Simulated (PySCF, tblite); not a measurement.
# CH4Cl3FGe2: geometry, infrared bands and NMR shifts

Wanted: the infrared bands and NMR shifts of CH4Cl3FGe2 (`[F][GeH2][C](Cl)(Cl)[GeH2][Cl]`), by calculation.

The runs use tblite 0.8.0 and PySCF 2.14.0, with density-fitted response routines of our own; the level of theory stands in each step. All values are computed, except where a source is named. Atoms count from 0, in the outputs and in this text.

**1. The molecule as given**

11 atoms, charge 0, multiplicity 1; geometry from: force field or distance geometry start.

Bonds of the start (Å): F0–Ge1 1.75, Ge1–C2 1.94, C2–Cl3 1.77, C2–Cl4 1.78, C2–Ge5 1.96, Ge5–Cl6 2.17, Ge1–H7 1.56, Ge1–H8 1.54, Ge5–H9 1.55, Ge5–H10 1.55.

**2. Geometry optimisation with GFN2-xTB**

Job settings and geometry (Å):

```
{"job": {"kind": "relax", "xc": "GFN2-xTB", "basis": "xTB"}, "charge": 0, "multiplicity": 1}
F      1.948900     1.589700    -0.274500
Ge     1.554000    -0.110800    -0.429700
C     -0.007800    -0.529300     0.647400
Cl     0.305900    -0.136300     2.341300
Cl    -0.404200    -2.256000     0.496400
Ge    -1.528200     0.535800     0.017100
Cl    -1.974500     0.050100    -2.045200
H      2.762000    -0.953100     0.093800
H      1.286700    -0.461000    -1.904800
H     -1.173000     2.040300     0.131900
H     -2.764300     0.233400     0.900200
```

Run with:

```console
OMP_NUM_THREADS=1 python probes_run.py task.json out
```

The driver reads the jobs from task.json and runs them one after another.

**Question.** This job is followed by: GFN2-xTB harmonic vibrations, gas phase; GIAO PBE0/pcSseg-1 NMR shielding, non-relativistic, gas phase. What will the session give for the following? strongest single infrared mode (GFN2-xTB); zero-point energy (GFN2-xTB); 13C shifts against TMS (PBE0/pcSseg-1); 1H shifts against TMS (PBE0/pcSseg-1, means over atoms taken as alike); 19F shifts against CFCl3 (PBE0/pcSseg-1); 73Ge shifts against GeMe4 (PBE0/pcSseg-1); 35Cl shifts against HCl (PBE0/pcSseg-1, means over atoms taken as alike).

**Answer**, as computed:

| quantity | value |
| --- | --- |
| strongest single infrared mode (GFN2-xTB) | 2003 cm⁻¹, 417 km/mol |
| zero-point energy (GFN2-xTB) | 24.2 kcal/mol |
| 13C shifts against TMS (PBE0/pcSseg-1) | 75.7 ppm |
| 1H shifts against TMS (PBE0/pcSseg-1, means over atoms taken as alike) | 5.50, 5.42 ppm |
| 19F shifts against CFCl3 (PBE0/pcSseg-1) | -226.5 ppm |
| 73Ge shifts against GeMe4 (PBE0/pcSseg-1) | -6, -29 ppm |
| 35Cl shifts against HCl (PBE0/pcSseg-1, means over atoms taken as alike) | 230, -51 ppm |

What this shows: Over 54 steps the energy fell by 0.270 eV; of the close pairs, Ge5–Cl6 changed most, 2.165 to 2.087 Å. No mode is imaginary among the 27: a minimum at this level. The strongest single mode, at 2003 cm⁻¹, moves mainly H7. GFN2-xTB is a fitted tight-binding method: band positions and strengths are rough. Its intensities can rank the bands wrongly. C2 stands next to heavy halogen, whose spin-orbit shielding this run leaves out, so the computed shift lies too far downfield, most of all for carbon beside Br or I. At PBE0/pcSseg-1: Shielding is most anisotropic at Cl3, Cl4 (span 552 ppm, paramagnetic term -427 ppm). Spin-orbit coupling is left out, which matters for shieldings and couplings at and beside the heavy atoms.
